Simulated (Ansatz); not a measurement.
Crystal: LiCaF3.

```
Ca F Li
1.0
     3.76124    0.00000    0.00000
     0.00000    3.76124    0.00000
     0.00000    0.00000    3.76124
Ca F Li
1 3 1
Direct
  0.00000 0.00000 0.00000
  0.50000 0.00000 0.50000
  0.50000 0.50000 0.00000
  0.00000 0.50000 0.50000
  0.50000 0.50000 0.50000
```

The cell comes from a database or a generator and needn't be the stable form of this composition.

Base run:

- Program: Ansatz 0.2.0
- Functional: r2SCAN
- Potentials or basis: Ansatz PAW
- Cutoff: 500 eV (not typed: the program's choice for these potentials)
- k mesh: 7 × 7 × 7
- Occupations: fermi-dirac, width 0.05 eV
- Spin: no spin polarisation

Its results: band gap on the k mesh 7.28 eV, indirect (least direct gap 7.35 eV); pressure -4.4 GPa.

The run is repeated on the same cell with these changes: functional from r2SCAN to RPBE; cutoff from 500 eV (not typed: the program's choice for these potentials) to 420 eV (not typed: the program's choice for these potentials). What comes out?

Band gap on the k mesh 6.62 eV, indirect (least direct gap 6.68 eV); pressure 4.8 GPa.

r2SCAN gives the wider gap, since meta-GGAs in the generalised Kohn-Sham scheme recover part of the derivative discontinuity.

Caveats: odd divisions of the mesh miss points on the zone boundary, where band edges often lie, so the gap on the mesh can be too wide; the PAW data sets come from PBE, with cores solved anew for the run's functional, which leaves a small shift of forces and pressure; the density of states is complete only up to the lowest level of the last band computed.

A k mesh can miss the band edges.
